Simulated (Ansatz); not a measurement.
**CH6B2OS: up Jacob's ladder to CCSD(T)**

An exercise on one series of results from a longer session: the logs are not shown, and one member is left open.

The runs use Ansatz 0.2.0, Gaussian basis; functionals in def2-TZVPP, the program's frozen cores in correlated methods.

The runs, in order: PBE-D4, r2SCAN-D4, PBE0-D4, B3LYP-D4, ωB97X-V, ωB97M-V, B2PLYP; CCSD(T)/def2-TZVPP; MP2/def2-QZVPP; extrapolation to the limit.

### The relaxed structure

All runs share one geometry, relaxed beforehand with PBE0-D4 in a triple-zeta def2 set.

11 atoms, charge 0, spin multiplicity 1.

Atoms are counted from 1 here; the program's logs count them from 0.

Bond lengths: B1–B2 1.701 Å, B1–S5 2.059 Å, B1–H6 1.204 Å, B1–H7 1.211 Å, B2–O3 1.352 Å, B2–C4 1.606 Å, O3–H8 0.961 Å, C4–S5 1.829 Å, C4–H9 1.092 Å, C4–H10 1.091 Å, S5–H11 1.346 Å. Angles: B2–B1–S5 81.4°, B2–B1–H6 126.2°, B2–B1–H7 113.3°, S5–B1–H6 108.9°, S5–B1–H7 105.2°, H6–B1–H7 114.1°, B1–B2–O3 138.3°, B1–B2–C4 101.1°, O3–B2–C4 120.6°, B2–O3–H8 112.4°, B2–C4–S5 91.5°, B2–C4–H9 111.5°, B2–C4–H10 122.0°, S5–C4–H9 109.1°, S5–C4–H10 111.9°, H9–C4–H10 109.3°, B1–S5–C4 81.9°, B1–S5–H11 107.1° and more.

Set-up of the first run:

in.yaml

```yaml
crystal:
  periodic: [false, false, false]
  atoms:
    - {symbol: B, position_ang: [-0.441982, 1.207274, -0.281843]}
    - {symbol: B, position_ang: [0.816804, 0.064491, -0.218809]}
    - {symbol: O, position_ang: [2.144269, 0.009782, -0.471811]}
    - {symbol: C, position_ang: [0.024192, -1.242488, 0.274411]}
    - {symbol: S, position_ang: [-1.582409, -0.504752, -0.194447]}
    - {symbol: H, position_ang: [-0.773290, 1.846663, -1.246462]}
    - {symbol: H, position_ang: [-0.631036, 1.769254, 0.773536]}
    - {symbol: H, position_ang: [2.494308, 0.851957, -0.773916]}
    - {symbol: H, position_ang: [0.064594, -1.348031, 1.360593]}
    - {symbol: H, position_ang: [0.174640, -2.218345, -0.188641]}
    - {symbol: H, position_ang: [-2.224889, -0.492804, 0.987889]}
basis:
  gaussian: {orbitals: def2-TZVPP}
hamiltonian: {xc: pbe, dispersion: d4}
output: {forces: true, orbitals: {seedname: orbitals}}
```

The run is started by

```bash
$ ansatz run in.yaml --threads 4 --pin off --events-out ev --progress --plain --max-ram 10444MiB
```

Steps of the session up to this table: PBE-D4 (GGA); r2SCAN-D4 (meta-GGA); PBE0-D4 (hybrid); B3LYP-D4 (hybrid); ωB97X-V (range-separated); ωB97M-V (range-separated); B2PLYP (double hybrid); CCSD(T) in def2-TZVPP; MP2 in def2-QZVPP.

One table of the session follows, with a row left open; its other results are not shown here.

```
            method  atomisation energy (kJ/mol)
            PBE-D4                       4157.8
         r2SCAN-D4                       4092.7
           PBE0-D4                       4087.5
          B3LYP-D4                       4053.1
           ωB97X-V                       4063.0
           ωB97M-V                       4079.5
            B2PLYP                       4007.2
     HF/def2-TZVPP                       2983.0
    MP2/def2-TZVPP                       4017.3
   CCSD/def2-TZVPP                       3872.8
CCSD(T)/def2-TZVPP                       3936.5
           MP2/CBS                       4114.4
       CCSD(T)/CBS                            ?
```

Estimate the missing values for CCSD(T)/CBS.

The run gave: atomisation energy (kJ/mol): 4033.6. In the column «atomisation energy (kJ/mol)» it lies between MP2/def2-TZVPP (4017.3) and B3LYP-D4 (4053.1).

To keep in mind: Free atoms (2 B, 1 O, 1 C, 1 S, 6 H) were run apart at each level; the atomisation energy is their sum less the molecule, without zero-point or spin-orbit terms.
